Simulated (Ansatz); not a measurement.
**CH₆B₂O₂: how energies converge with the basis set**

An exercise on one series of results from a longer session: the logs are not shown, and one member is left open.

Computed with Ansatz 0.2.0, Gaussian basis. Level: one geometry, several basis sets.

Levels to be run: PBE0-D4/def2-SVP; ωB97M-V/def2-SVP; PBE0-D4/def2-QZVPP; ωB97M-V/def2-QZVPP; the functionals' def2-TZVPP values are taken from earlier runs.

### Structure used throughout

An earlier PBE0-D4 in a triple-zeta def2 set relaxation fixed the geometry.

11 atoms, charge 0, spin multiplicity 1.

Atoms are counted from 1 here; the program's logs count them from 0.

Bond lengths: B1–O2 1.355 Å, B1–H6 1.194 Å, B1–H7 1.197 Å, O2–C3 1.528 Å, C3–B4 1.556 Å, C3–O5 1.353 Å, C3–H8 1.090 Å, B4–H9 1.193 Å, B4–H10 1.192 Å, O5–H11 0.963 Å. Angles: O2–B1–H6 116.7°, O2–B1–H7 119.8°, H6–B1–H7 123.4°, B1–O2–C3 126.5°, O2–C3–B4 67.9°, O2–C3–O5 113.8°, O2–C3–H8 105.0°, B4–C3–O5 121.3°, B4–C3–H8 121.3°, O5–C3–H8 114.6°, C3–B4–H9 117.7°, C3–B4–H10 119.6°, H9–B4–H10 122.1°, C3–O5–H11 110.6°.

The first run:

The input, in.yaml:

```yaml
crystal:
  periodic: [false, false, false]
  atoms:
    - {symbol: B, position_ang: [-0.479682, 1.574679, 0.264464]}
    - {symbol: O, position_ang: [0.336235, 0.620600, -0.245645]}
    - {symbol: C, position_ang: [-0.020408, -0.844691, -0.490546]}
    - {symbol: B, position_ang: [1.323681, -0.689838, 0.278429]}
    - {symbol: O, position_ang: [-1.149508, -1.245113, 0.138813]}
    - {symbol: H, position_ang: [0.042932, 2.572924, 0.658918]}
    - {symbol: H, position_ang: [-1.664808, 1.409247, 0.259799]}
    - {symbol: H, position_ang: [-0.043343, -0.951628, -1.574912]}
    - {symbol: H, position_ang: [1.291286, -0.749667, 1.469692]}
    - {symbol: H, position_ang: [2.350458, -0.678306, -0.327909]}
    - {symbol: H, position_ang: [-1.921645, -1.075209, -0.410504]}
basis:
  gaussian: {orbitals: def2-SVP}
hamiltonian: {xc: pbe0, dispersion: d4}
output: {orbitals: {seedname: orbitals}}
```

Steps of the session up to this table: PBE0-D4 in def2-SVP; ωB97M-V in def2-SVP; PBE0-D4 in def2-QZVPP; ωB97M-V in def2-QZVPP.

One of the session's tables, all rows but one given; the rest of the session is left out.

It belongs to the step «Functionals by basis». 

| functional | basis | HOMO (eV) |
| --- | --- | --- |
| PBE0-D4 | def2-SVP | -8.39 |
| PBE0-D4 | def2-TZVPP | -8.45 |
| PBE0-D4 | def2-QZVPP | -8.46 |
| ωB97M-V | def2-SVP | -10.69 |
| ωB97M-V | def2-TZVPP | ? |
| ωB97M-V | def2-QZVPP | -10.80 |

Estimate the missing values for ωB97M-V, def2-TZVPP.

As computed: HOMO (eV): -10.78. In the column «HOMO (eV)» it lies between ωB97M-V, def2-QZVPP (-10.80) and ωB97M-V, def2-SVP (-10.69).
